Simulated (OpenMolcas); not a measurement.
**Mo⁵⁺ among point charges: CASSCF and CASPT2 levels and susceptibility**

How does a field of 6 point charges split the states of Mo⁵⁺, and what χT follows?

The numbers are computed with OpenMolcas 26.06 (state-averaged CASSCF and CASPT2, spin-orbit coupling by RASSI with atomic mean-field integrals), except any that are marked as measured or tabulated.

## (1) The atom as given

| Property | Result |
| --- | --- |
| Species | Mo⁵⁺ (molybdenum, Z = 42, 37 electrons) |
| Basis | ANO-RCC-VDZP [6s5p3d1f], 43 functions |
| Scalar Hamiltonian | DKH2, point nucleus |
| Inactive shells | 1s 2s 2p 3s 3p 3d 4s 4p |
| Active space | 1 electron in 5 orbitals (4d) |
| Some configurations of this space | 4d |
| Orbitals | optimised for each spin and parity, averaged over all roots |

Outer shells as boxes (Hund's rule):

4d
```
4d [↑ ][  ][  ][  ][  ]
```

The ion sits among 6 point charges of -1.5 e arranged as an octahedron (Oh), 2.08 Å from the ion.

The work runs as a chain of OpenMolcas steps in one folder; each step below is one input file. Labels, J, g values, rates, χT and fits are worked out afterwards by a script from the matrices that RASSI stores. The input lists half of the charges; inversion (Group=XYZ) makes the rest.

## (2) Basis and integrals

a.inp reads:

```
&GATEWAY
Coord
1

Mo 0.0 0.0 0.0
Basis=ANO-RCC-VDZP
Group=XYZ
NoMove
AngMom=0.0 0.0 0.0
AMFI
XField
3 Angstrom 0
2.080000 0.000000 0.000000 -1.500000
0.000000 2.080000 0.000000 -1.500000
0.000000 0.000000 2.080000 -1.500000
&SEWARD
```

## (3) Reference wave functions, doublets of even parity, 5 roots

a.inp reads:

```
&RASSCF
FileOrb=start.orb
Symmetry=1
Spin=2
nActEl=1 0 0
Inactive=9 9
Ras2=5 0
CIRoot=5 5 1
SDav=5
CIMx=300
Iter=120 100
PrWF=0.3
OrbListing=Nothing
MaxOrb=0
>>> COPY $Project.JobIph JOB001
```

start.orb holds the contracted functions of the basis, ordered by shell, or the orbitals of the step before.

## (4) RASSI: spin-orbit coupling between the states

a.inp reads:

```
&RASSI
NrOfJobIphs=1 5
1 2 3 4 5
IphNames
JOB001
EJob
SpinOrbit
DIPRint=1.0
SOCoupling=1000.0
Subsets=2
Property=9
'ANGMOM' 1 'ANGMOM' 2 'ANGMOM' 3 'MLTPL  1' 1 'MLTPL  1' 2 'MLTPL  1' 3
'AMFI' 1 'AMFI' 2 'AMFI' 3
SOProperty=3
'ANGMOM' 1 'ANGMOM' 2 'ANGMOM' 3
```

## (5) CASPT2: IPEA 0.25, imaginary shift 0.1 (closed shells correlated: 4s 4p)

a.inp reads:

```
>>> COPY JOB001 $Project.JobIph
&CASPT2
Multistate=5 1 2 3 4 5
NoMult
Frozen=8 6
IPEA=0.25
Imaginary=0.1
MaxIter=60
WThr=0.0 0.3 0.05
PrWF=0.5
NoMix
```

(Steps that only read results are left out.)

Q: Predict the outcome of this session. Wanted: spin-free ground state; first state of the same spin within the active space; lowest level; next level.

As calculated:

| quantity | value |
| --- | --- |
| method | SS-CASPT2, IPEA 0.25, imaginary shift 0.1 (closed shells correlated: 4s 4p) |
| spin-free ground state | 2T2, 3-fold in its orbital part |
| first state of the same spin within the active space | 2E at 5880 cm⁻¹ |
| lowest level | 4-fold Γ8 |
| next level | 1741.9 cm⁻¹ |
| χT at 300 K | 0.14 cm³ K/mol |
| effective moment at 300 K | 1.07 μB |

Cost by method:

```tsv
method	time of its own steps	time with the reference
A. CASSCF	3.3 s	3.3 s
B. SS-CASPT2, IPEA 0.25, imaginary shift 0.1, +4s 4p	0.72 s	4 s
```

Times are of one thread on a shared host.

The spin-free ground state (2T2) comes to 100 % from free-ion D terms and keeps the highest spin of the shell. χT at 300 K is 0.14, against 0.38 cm³ K/mol for the spin alone, so orbital moment lowers it. A ligand-field fit to the states below 45000 cm-1 gives 10Dq = 5881 cm-1, the gap between the two states. CASPT2 does not keep the components of a term degenerate, and the means are used. The field of point charges can differ much from that of real complexes. This is an electrostatic model: the charges have no orbitals.
